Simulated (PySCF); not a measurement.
# ClGe2H6N: the cost of one run

The runs use PySCF 2.14.0, with density-fitted response routines of our own; the level of theory stands in each step. All values are computed, except where a source is named. Atoms count from 0, in the outputs and in this text.

## (1) The starting structure

10 atoms, charge 0, multiplicity 1; geometry from: PBE0-D3(BJ)/def2-SVP.

Bonds of the start (Å): Cl0–Ge1 2.18, Ge1–N2 1.81, N2–Ge3 1.85, Ge1–H4 1.53, Ge1–H5 1.53, N2–H6 1.02, Ge3–H7 1.54, Ge3–H8 1.54, Ge3–H9 1.54.

## (2) X-ray photoelectron lines: SCAN, X2C

What the job is given:

```
{"job": {"kind": "xps"}, "charge": 0, "multiplicity": 1}
Cl     2.632446    -0.479977     1.630005
Ge     1.904909     0.222225    -0.302095
N      0.296667     1.041791    -0.126967
Ge    -1.271974     0.166090     0.299408
H      2.939271     1.230404    -0.816965
H      1.729278    -1.029046    -1.168177
H      0.352528     2.002854     0.201198
H     -1.149405    -1.231952    -0.327574
H     -1.481891     0.048244     1.822825
H     -2.443681     0.948979    -0.320212
```

With the program's defaults for keys left out, this is: delta-SCF UKS SCAN, pcX-2 on the ionised atom, pcseg-1 elsewhere, spin-free X2C.

Launch:

```console
$ OMP_NUM_THREADS=1 python probes_run.py task.json out
```

The driver reads the jobs from task.json and runs them one after another.

**Question.** How long does this first job take on 1 thread of Arm Neoverse V1, shared host, and how much memory does it need?

About 17 s, with a peak of 0.46 GiB.
